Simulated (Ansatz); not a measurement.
**CH3Cl3Zr: one species, many methods**

An exercise on one series of results from a longer session: the logs are not shown, and one member is left open.

Computed with Ansatz 0.2.0, Gaussian basis. Level: functionals in def2-TZVPP, the program's frozen cores in correlated methods.

Plan: LDA (SPW92), PBE-D4, revPBE-D4, BLYP-D4, r2SCAN-D4, B97M-V, PBE0-D4, B3LYP-D4, r2SCANh-D4, r2SCAN0-D4, HSE06-D4, BHLYP-D4, CAM-B3LYP-D4, LC-ωPBE, ωB97X-V, ωB97M-V, B2PLYP, PBE-QIDH; CCSD(T)/def2-SVP; CCSD(T)/def2-TZVPP; MP2/def2-QZVPP; extrapolation to the limit; RPA on PBE.

**The relaxed structure**

All runs share one geometry, relaxed beforehand with PBE0-D4 in a triple-zeta def2 set. Zr takes the def2 core potential; no spin-orbit term is included.

SMILES `[CH3][Zr]([Cl])([Cl])[Cl]`, 8 atoms, charge 0, spin multiplicity 1.

Atoms are counted from 1 here; the program's logs count them from 0.

Bond lengths: C1–Zr2 2.176 Å, C1–H6 1.096 Å, C1–H7 1.096 Å, C1–H8 1.096 Å, Zr2–Cl3 2.329 Å, Zr2–Cl4 2.329 Å, Zr2–Cl5 2.329 Å. Angles: Zr2–C1–H6 110.4°, Zr2–C1–H7 110.4°, Zr2–C1–H8 110.4°, H6–C1–H7 108.5°, H6–C1–H8 108.5°, H7–C1–H8 108.5°, C1–Zr2–Cl3 105.4°, C1–Zr2–Cl4 105.4°, C1–Zr2–Cl5 105.4°, Cl3–Zr2–Cl4 113.2°, Cl3–Zr2–Cl5 113.2°, Cl4–Zr2–Cl5 113.2°.

The first run:

in.yaml

```yaml
crystal:
  periodic: [false, false, false]
  atoms:
    - {symbol: C, position_ang: [-0.923864, -0.145049, 0.714539]}
    - {symbol: Zr, position_ang: [0.783994, 0.123087, -0.606292]}
    - {symbol: Cl, position_ang: [2.513850, -1.100424, 0.360464]}
    - {symbol: Cl, position_ang: [0.108849, -0.717448, -2.670642]}
    - {symbol: Cl, position_ang: [1.188859, 2.416329, -0.637706]}
    - {symbol: H, position_ang: [-0.692107, 0.226332, 1.719212]}
    - {symbol: H, position_ang: [-1.187284, -1.206290, 0.787953]}
    - {symbol: H, position_ang: [-1.792296, 0.403462, 0.332472]}
basis:
  gaussian: {orbitals: def2-TZVPP}
hamiltonian: {xc: lda}
output: {orbitals: {seedname: orbitals}}
```

The run is started by

```
$ ansatz run in.yaml --threads 4 --pin off --events-out ev --progress --plain --max-ram 10444MiB
```

Steps of the session up to this table: LDA; PBE-D4 (GGA); revPBE-D4 (GGA); BLYP-D4 (GGA); r2SCAN-D4 (meta-GGA); B97M-V (meta-GGA); PBE0-D4 (hybrid); B3LYP-D4 (hybrid); r2SCANh-D4 (hybrid); r2SCAN0-D4 (hybrid); HSE06-D4 (hybrid); BHLYP-D4 (hybrid); CAM-B3LYP-D4 (range-separated); LC-ωPBE (range-separated); ωB97X-V (range-separated); ωB97M-V (range-separated); B2PLYP (double hybrid); PBE-QIDH (double hybrid).

One of the session's tables, all rows but one given; the rest of the session is left out.

It belongs to the step «Frontier levels by functional». 

| functional | HOMO (eV) | LUMO (eV) | gap (eV) |
| --- | --- | --- | --- |
| LDA (SPW92) | -7.33 | -3.29 | 4.04 |
| PBE-D4 | -7.19 | -3.06 | 4.12 |
| revPBE-D4 | -7.13 | -2.98 | 4.15 |
| BLYP-D4 | -7.04 | -2.92 | 4.12 |
| r2SCAN-D4 | -7.51 | -2.91 | 4.61 |
| B97M-V | -7.59 | -2.84 | 4.75 |
| PBE0-D4 | -8.56 | -2.23 | 6.33 |
| B3LYP-D4 | ? | ? | ? |
| r2SCANh-D4 | -8.02 | -2.60 | 5.42 |
| r2SCAN0-D4 | -8.77 | -2.12 | 6.65 |
| HSE06-D4 | -8.15 | -2.60 | 5.55 |
| BHLYP-D4 | -9.80 | -1.19 | 8.60 |
| CAM-B3LYP-D4 | -9.96 | -1.11 | 8.85 |
| LC-ωPBE | -11.41 | 0.02 | 11.42 |
| ωB97X-V | -11.02 | -0.05 | 10.97 |
| ωB97M-V | -10.85 | -0.10 | 10.75 |

Estimate the missing values for B3LYP-D4.

Worked estimate for «HOMO (eV)». Against the share of exact exchange, BLYP-D4 (0, -7.04), BHLYP-D4 (0.5, -9.80) give a slope of -5.52 per unit share; at 0.2 the line stands at -8.14.

The run gave: HOMO (eV): -8.30; LUMO (eV): -2.42; gap (eV): 5.88. In «HOMO (eV)» the line misses by +0.16.
